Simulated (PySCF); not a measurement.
# C3H7BS: electronic excitations at several levels of theory

How much do the electronic excitations of C3H7BS (`C=CBSC`) depend on the level of theory, and what does each level cost?

The runs use PySCF 2.14.0, with density-fitted response routines of our own; the level of theory stands in each step. All values are computed, except where a source is named. Atoms are numbered from 0 throughout.

## (1) The molecule as given

12 atoms, charge 0, multiplicity 1; geometry from: GFN2-xTB. The atoms were then displaced at random by about 0.01 Å, so the start is not that level's minimum.

Bonds of the start (Å): C0–C1 1.35, C1–B2 1.55, B2–S3 1.72, S3–C4 1.84, C0–H5 1.06, C0–H6 1.08, C1–H7 1.08, B2–H8 1.20, C4–H9 1.09, C4–H10 1.08, C4–H11 1.10.

## (2) Geometry optimisation at PBE0-D3(BJ)/def2-SVP

What the job is given:

```
{"job": {"xc": "PBE0", "basis": "def2-SVP", "d3": "d3bj", "grid": 1, "shake": 0.01, "kind": "geom"}, "charge": 0, "multiplicity": 1}
C      2.684950     0.055020    -0.558240
C      1.408420    -0.217150    -0.920920
B      0.160680     0.020860    -0.027380
S     -1.375750    -0.447850    -0.629460
C     -2.531630     0.002590     0.734130
H      3.509160    -0.090570    -1.208210
H      2.895250     0.509750     0.401640
H      1.281350    -0.640850    -1.908020
H      0.260030     0.503110     1.067940
H     -2.545620     1.087120     0.856910
H     -3.527490    -0.356860     0.497890
H     -2.179660    -0.453440     1.670120
```

The run is started by

```console
> OMP_NUM_THREADS=1 python probes_run.py task.json out
```

One launch serves the whole session: the jobs run in the order shown.

The log of the run:

```text
step   0  E = -541.02716230  max force = 0.037060
step   1  E = -541.03082831  max force = 0.010974
step   2  E = -541.03117274  max force = 0.002472
step   3  E = -541.03126618  max force = 0.002139
step   4  E = -541.03131178  max force = 0.000998
step   5  E = -541.03132659  max force = 0.000726
step   6  E = -541.03133939  max force = 0.000435
optimisation converged
```

Wall time 27 s (1 thread of Arm Neoverse V1, shared host); peak memory 0.44 GiB.

Relaxation path:

```
step  energy from step 0 (eV)  largest force component (eV/Å)
   0                   0.0000                          1.9057
   1                  -0.0998                          0.5643
   2                  -0.1091                          0.1271
   3                  -0.1117                          0.1100
   4                  -0.1129                          0.0513
   5                  -0.1133                          0.0373
   6                  -0.1137                          0.0224
```

Close pairs (by a distance rule), those that changed most:

```
  bond  before (Å)  after (Å)  change (Å)
 B2–S3       1.715      1.775      +0.060
 C0–H5       1.060      1.096      +0.037
 S3–C4       1.843      1.815      -0.028
 C1–H7       1.082      1.098      +0.016
C4–H10       1.085      1.098      +0.013
 C0–H6       1.083      1.096      +0.013
 C0–C1       1.355      1.344      -0.011
 B2–H8       1.201      1.210      +0.009
```

The next job starts from the end point, and lists it.

```
                         at the end point                 value
  point group (found at 0.08 Å tolerance)                    C1
rotational constants (GHz, main isotopes)  15.832, 1.673, 1.528
                        dipole moment (D)                  0.95
```

## (3) TDDFT and polarisability: PBE0/def2-TZVP

What the job is given:

```
{"job": {"kind": "uv", "xc": "PBE0", "basis": "def2-TZVP"}, "charge": 0, "multiplicity": 1}
C      2.628796     0.286468    -0.641735
C      1.404364    -0.137097    -0.997426
B      0.196369     0.014932    -0.045103
S     -1.404341    -0.538832    -0.577343
C     -2.499994    -0.171521     0.822861
H      3.501735     0.194536    -1.298393
H      2.802788     0.747780     0.336619
H      1.285800    -0.594795    -1.988329
H      0.322429     0.501413     1.055892
H     -2.585969     0.913016     0.970788
H     -3.490961    -0.580736     0.585745
H     -2.126244    -0.642025     1.741208
```

With the program's defaults for keys left out, this is: TDDFT PBE0/def2-TZVP, vertical, gas phase, core orbitals frozen in the response.

The log of the run:

```text
coarse grid: 10312 points
cycle   1  E = -541.2913298665  dE =  2.799e-01  |g| = 3.282e-01  |ddm| = 2.455e+00
cycle   2  E = -541.2869013700  dE =  4.428e-03  |g| = 3.531e-01  |ddm| = 5.679e-01
cycle   3  E = -541.3208230090  dE = -3.392e-02  |g| = 7.878e-02  |ddm| = 3.209e-01
cycle   4  E = -541.3221982354  dE = -1.375e-03  |g| = 3.406e-02  |ddm| = 6.562e-02
cycle   5  E = -541.3224765452  dE = -2.783e-04  |g| = 7.113e-03  |ddm| = 2.305e-02
cycle   6  E = -541.3224911477  dE = -1.460e-05  |g| = 2.344e-03  |ddm| = 9.053e-03
cycle   7  E = -541.3224923818  dE = -1.234e-06  |g| = 5.521e-04  |ddm| = 2.193e-03
final grid: 94184 points
cycle   8  E = -541.3141424806  dE = -3.751e-05  |g| = 8.862e-03  |ddm| = 4.877e-02
cycle   9  E = -541.3141312896  dE =  1.119e-05  |g| = 1.064e-02  |ddm| = 1.305e-02
cycle  10  E = -541.3141599670  dE = -2.868e-05  |g| = 8.207e-04  |ddm| = 8.099e-03
cycle  11  E = -541.3141601770  dE = -2.101e-07  |g| = 2.816e-04  |ddm| = 1.027e-03
cycle  12  E = -541.3141601968  dE = -1.977e-08  |g| = 7.261e-05  |ddm| = 2.338e-04
cycle  13  E = -541.3141601979  dE = -1.092e-09  |g| = 3.231e-05  |ddm| = 6.027e-05
cycle  14  E = -541.3141601982  dE = -2.450e-10  |g| = 9.581e-06  |ddm| = 2.304e-05
converged SCF energy = -541.3141601982

Static polarisability (au): isotropic 75.841, principal 48.330 64.356 114.838

Singlet excitations
state   eV       nm        f      main configurations
  1   5.1233    242.0   0.38520   H->L 0.96
  2   5.4294    228.4   0.00001   H-1->L 0.97
  3   5.8987    210.2   0.00036   H-3->L 0.98
  4   6.2976    196.9   0.11424   H-2->L 0.90
  5   6.6127    187.5   0.00000   H->L+1 0.91
  6   7.3530    168.6   0.03850   H->L+2 0.88
  7   7.4036    167.5   0.00038   H-4->L 0.93
  8   7.5704    163.8   0.01079   H->L+3 0.91
  9   7.9742    155.5   0.00012   H->L+4 0.79
 10   7.9882    155.2   0.00179   H-5->L 0.78, H->L+4 0.09

Triplet excitations (Tamm-Dancoff, eV): 3.4306 4.3889 5.0038 5.3886
```

Run time: 22 s. Hardware: 1 thread of Arm Neoverse V1, shared host; peak memory 0.81 GiB.

Frontier orbitals and where they lie:

```
orbital     eV                      atoms
 HOMO−3  -9.13  C1 28 %, B2 22 %, C0 14 %
 HOMO−2  -8.53  C1 34 %, C0 28 %, B2 18 %
 HOMO−1  -8.41  S3 54 %, B2 20 %, H8 12 %
   HOMO  -7.22  S3 53 %, C0 17 %, B2 11 %
   LUMO  -1.54  B2 36 %, C0 30 %, C1 15 %
 LUMO+1   0.86  S3 33 %, C4 20 %, H9 11 %
 LUMO+2   1.13  B2 35 %, C1 28 %, C0 21 %
```

With each of the 10 states as a Gaussian band of 0.4 eV half-width at 1/e, the curve within the window shown has maxima at 242 nm (ε 16,000), 197 nm (ε 4,600), 168 nm (ε 1,900) L/(mol cm). Beyond the last state computed it falls off for lack of states. The curve at chosen wavelengths:

```csv
nm,ε (L/mol/cm)
150,68
155,298
160,935
165,1742
170,1855
175,1251
180,938
185,1673
190,3235
195,4479
200,4436
205,3328
210,2181
214,1884
219,2788
224,5271
229,8912
234,12622
239,15086
244,15489
249,13898
254,11071
259,7939
264,5188
269,3124
274,1750
```

Further results of this job:

```
           property  computed
  dipole moment (D)      0.96
polarisability (Å³)     11.24
 HOMO–LUMO gap (eV)      5.68
      −ε(HOMO) (eV)      7.22
```

## (4) Ultraviolet spectrum: PBE0/aug-cc-pVDZ

The job, as its differences from that of step 3:

```diff
@@ -1,2 +1,2 @@
-{"job": {"kind": "uv", "xc": "PBE0", "basis": "def2-TZVP"}, "charge": 0, "multiplicity": 1}
+{"job": {"kind": "uv", "xc": "PBE0", "basis": "aug-cc-pVDZ"}, "charge": 0, "multiplicity": 1}
 C      2.628796     0.286468    -0.641735
```

Method: TDDFT PBE0/aug-cc-pVDZ, vertical, gas phase, core orbitals frozen in the response.

The log of the run:

```text
coarse grid: 10312 points
cycle   1  E = -541.2307633973  dE =  3.146e-01  |g| = 2.950e-01  |ddm| = 8.679e+00
cycle   2  E = -541.2272647142  dE =  3.499e-03  |g| = 3.227e-01  |ddm| = 1.837e+00
cycle   3  E = -541.2570100539  dE = -2.975e-02  |g| = 7.086e-02  |ddm| = 7.523e-01
cycle   4  E = -541.2582419204  dE = -1.232e-03  |g| = 2.348e-02  |ddm| = 1.581e-01
cycle   5  E = -541.2583796288  dE = -1.377e-04  |g| = 6.677e-03  |ddm| = 6.132e-02
cycle   6  E = -541.2583938159  dE = -1.419e-05  |g| = 1.389e-03  |ddm| = 1.709e-02
cycle   7  E = -541.2583943746  dE = -5.588e-07  |g| = 4.338e-04  |ddm| = 3.677e-03
final grid: 94184 points
cycle   8  E = -541.2694355427  dE = -1.636e-05  |g| = 8.129e-03  |ddm| = 1.151e-01
cycle   9  E = -541.2694244597  dE =  1.108e-05  |g| = 1.018e-02  |ddm| = 4.319e-02
cycle  10  E = -541.2694542357  dE = -2.978e-05  |g| = 6.456e-04  |ddm| = 2.184e-02
cycle  11  E = -541.2694543773  dE = -1.416e-07  |g| = 1.694e-04  |ddm| = 1.630e-03
cycle  12  E = -541.2694543844  dE = -7.076e-09  |g| = 6.332e-05  |ddm| = 4.409e-04
cycle  13  E = -541.2694543853  dE = -9.080e-10  |g| = 2.598e-05  |ddm| = 1.704e-04
converged SCF energy = -541.2694543853

Static polarisability (au): isotropic 80.289, principal 53.827 68.813 118.227

Singlet excitations
state   eV       nm        f      main configurations
  1   5.1098    242.6   0.39990   H->L 0.96
  2   5.4322    228.2   0.00000   H-1->L 0.97
  3   5.9039    210.0   0.00048   H-3->L 0.97
  4   6.2290    199.0   0.00092   H->L+1 0.89
  5   6.2811    197.4   0.10429   H-2->L 0.88
  6   6.5540    189.2   0.00002   H->L+2 0.76, H->L+5 0.10
  7   6.8326    181.5   0.02734   H->L+3 0.82, H->L+2 0.10
  8   6.9412    178.6   0.02960   H->L+4 0.90
  9   6.9843    177.5   0.01088   H->L+5 0.69, H->L+3 0.09
 10   7.3908    167.8   0.00428   H->L+6 0.76, H-4->L 0.15

Triplet excitations (Tamm-Dancoff, eV): 3.4430 4.4065 5.0156 5.4013
```

Run time: 19 s. Hardware: 1 thread of Arm Neoverse V1, shared host; peak memory 0.79 GiB.

This run: HOMO -7.24 eV, LUMO -1.57 eV; lowest singlet 5.11 eV.

## (5) Excited states and response: PBE0/def2-TZVPD

The job, as its differences from that of step 4:

```diff
@@ -1,2 +1,2 @@
-{"job": {"kind": "uv", "xc": "PBE0", "basis": "aug-cc-pVDZ"}, "charge": 0, "multiplicity": 1}
+{"job": {"kind": "uv", "xc": "PBE0", "basis": "def2-TZVPD"}, "charge": 0, "multiplicity": 1}
 C      2.628796     0.286468    -0.641735
```

Method: TDDFT PBE0/def2-TZVPD, vertical, gas phase, core orbitals frozen in the response.

The log of the run:

```text
coarse grid: 10312 points
cycle   1  E = -541.2921642475  dE =  2.799e-01  |g| = 3.279e-01  |ddm| = 2.892e+00
cycle   2  E = -541.2872469947  dE =  4.917e-03  |g| = 3.545e-01  |ddm| = 7.652e-01
cycle   3  E = -541.3215846175  dE = -3.434e-02  |g| = 7.869e-02  |ddm| = 3.696e-01
cycle   4  E = -541.3229515100  dE = -1.367e-03  |g| = 3.447e-02  |ddm| = 7.758e-02
cycle   5  E = -541.3232373804  dE = -2.859e-04  |g| = 7.001e-03  |ddm| = 3.089e-02
cycle   6  E = -541.3232514677  dE = -1.409e-05  |g| = 2.425e-03  |ddm| = 9.463e-03
cycle   7  E = -541.3232528128  dE = -1.345e-06  |g| = 5.535e-04  |ddm| = 2.958e-03
final grid: 94184 points
cycle   8  E = -541.3149072367  dE = -3.977e-05  |g| = 8.880e-03  |ddm| = 1.696e-01
cycle   9  E = -541.3148958379  dE =  1.140e-05  |g| = 1.069e-02  |ddm| = 1.775e-02
cycle  10  E = -541.3149247762  dE = -2.894e-05  |g| = 8.330e-04  |ddm| = 9.544e-03
cycle  11  E = -541.3149249930  dE = -2.168e-07  |g| = 2.868e-04  |ddm| = 1.165e-03
cycle  12  E = -541.3149250136  dE = -2.057e-08  |g| = 7.464e-05  |ddm| = 2.865e-04
cycle  13  E = -541.3149250147  dE = -1.155e-09  |g| = 3.321e-05  |ddm| = 8.733e-05
cycle  14  E = -541.3149250150  dE = -2.569e-10  |g| = 9.801e-06  |ddm| = 3.342e-05
converged SCF energy = -541.3149250150

Static polarisability (au): isotropic 80.389, principal 53.812 68.976 118.380

Singlet excitations
state   eV       nm        f      main configurations
  1   5.0847    243.8   0.38870   H->L 0.96
  2   5.4131    229.0   0.00000   H-1->L 0.97
  3   5.8803    210.8   0.00044   H-3->L 0.97
  4   6.2619    198.0   0.01122   H->L+1 0.76
  5   6.2659    197.9   0.09745   H-2->L 0.81
  6   6.6438    186.6   0.00296   H->L+2 0.80, H->L+1 0.11
  7   7.0441    176.0   0.01978   H->L+3 0.96
  8   7.1521    173.4   0.04641   H->L+4 0.85
  9   7.2129    171.9   0.01825   H->L+5 0.79
 10   7.3873    167.8   0.00031   H-4->L 0.93

Triplet excitations (Tamm-Dancoff, eV): 3.4248 4.3782 4.9836 5.3719
```

Run time: 33 s. Hardware: 1 thread of Arm Neoverse V1, shared host; peak memory 0.97 GiB.

Key values: HOMO -7.24 eV, LUMO -1.58 eV; lowest singlet 5.08 eV.

## (6) Ultraviolet spectrum: PBE0/6-31+G*

The job, as its differences from that of step 5:

```diff
@@ -1,2 +1,2 @@
-{"job": {"kind": "uv", "xc": "PBE0", "basis": "def2-TZVPD"}, "charge": 0, "multiplicity": 1}
+{"job": {"kind": "uv", "xc": "PBE0", "basis": "6-31+G*"}, "charge": 0, "multiplicity": 1}
 C      2.628796     0.286468    -0.641735
```

With the program's defaults for keys left out, this is: TDDFT PBE0/6-31+G*, vertical, gas phase, core orbitals frozen in the response.

The log of the run:

```text
coarse grid: 10312 points
cycle   1  E = -541.2571147150  dE =  3.019e-01  |g| = 3.019e-01  |ddm| = 3.325e+00
cycle   2  E = -541.2550304959  dE =  2.084e-03  |g| = 3.217e-01  |ddm| = 1.138e+00
cycle   3  E = -541.2844599242  dE = -2.943e-02  |g| = 6.960e-02  |ddm| = 7.271e-01
cycle   4  E = -541.2856471727  dE = -1.187e-03  |g| = 2.263e-02  |ddm| = 1.020e-01
cycle   5  E = -541.2857748698  dE = -1.277e-04  |g| = 6.566e-03  |ddm| = 3.835e-02
cycle   6  E = -541.2857889534  dE = -1.408e-05  |g| = 1.331e-03  |ddm| = 1.645e-02
cycle   7  E = -541.2857894776  dE = -5.241e-07  |g| = 3.957e-04  |ddm| = 3.072e-03
final grid: 94184 points
cycle   8  E = -541.2337364327  dE = -1.174e-05  |g| = 8.143e-03  |ddm| = 4.257e-02
cycle   9  E = -541.2337252644  dE =  1.117e-05  |g| = 1.021e-02  |ddm| = 2.597e-02
cycle  10  E = -541.2337558760  dE = -3.061e-05  |g| = 5.725e-04  |ddm| = 1.820e-02
cycle  11  E = -541.2337559831  dE = -1.070e-07  |g| = 1.805e-04  |ddm| = 1.790e-03
cycle  12  E = -541.2337559913  dE = -8.202e-09  |g| = 6.220e-05  |ddm| = 2.441e-04
cycle  13  E = -541.2337559922  dE = -8.991e-10  |g| = 2.521e-05  |ddm| = 1.190e-04
converged SCF energy = -541.2337559922

Static polarisability (au): isotropic 73.757, principal 46.485 62.535 112.251

Singlet excitations
state   eV       nm        f      main configurations
  1   5.1690    239.9   0.40924   H->L 0.96
  2   5.4957    225.6   0.00000   H-1->L 0.97
  3   5.9818    207.3   0.00026   H-3->L 0.97
  4   6.3257    196.0   0.10720   H-2->L 0.85
  5   6.3304    195.9   0.00366   H->L+1 0.88
  6   6.6861    185.4   0.00051   H->L+2 0.82, H->L+4 0.09
  7   7.0306    176.3   0.04163   H->L+4 0.81, H->L+2 0.11
  8   7.0611    175.6   0.03430   H->L+3 0.91
  9   7.2196    171.7   0.00353   H->L+5 0.84
 10   7.5034    165.2   0.00032   H-4->L 0.94

Triplet excitations (Tamm-Dancoff, eV): 3.4581 4.4425 5.1025 5.4805
```

Run time: 9.2 s. Hardware: 1 thread of Arm Neoverse V1, shared host; peak memory 0.56 GiB.

Key values: HOMO -7.22 eV, LUMO -1.52 eV; lowest singlet 5.17 eV.

## (7) Comparing the runs: electronic excitations

Excitations and ground-state properties, with basis size and wall time:

```
             run  lowest singlet (eV)  brightest (eV)      f  gap (eV)  α (Å³)  μ (D)  functions   time
  PBE0/def2-TZVP                 5.12            5.12  0.385      5.68   11.24   0.96        203   22 s
PBE0/aug-cc-pVDZ                 5.11            5.11  0.400      5.67   11.90   1.00        182   19 s
 PBE0/def2-TZVPD                 5.08            5.08  0.389      5.66   11.91   0.97        257   33 s
    PBE0/6-31+G*                 5.17            5.17  0.409      5.70   10.93   1.07        108  9.2 s
```

## (8) Results

```
                            quantity                        value
                         point group                           C1
rotational constants (main isotopes)        15.83, 1.67, 1.53 GHz
     lowest singlet (PBE0/def2-TZVP)  5.12 eV (242 nm), f = 0.385
                      lowest triplet                      3.43 eV
         range of the lowest singlet              5.08 to 5.17 eV
```

Single values in the summary come from the first run of each kind that ended normally (PBE0/def2-TZVP), which need not be the best level. Over 6 steps the energy fell by 0.114 eV; of the close pairs, B2–S3 changed most, 1.715 to 1.775 Å. The first singlet state (HOMO→LUMO 0.96) lies at 5.12 eV and is bright. The lowest triplet lies 1.69 eV below the lowest singlet (triplets in Tamm-Dancoff, singlets in full TDDFT). The lowest singlet runs from 5.08 eV (PBE0/def2-TZVPD) to 5.17 eV (PBE0/6-31+G*), while the orbital gap spans 5.66 to 5.70 eV. The lowest state need not be the same one in every run.
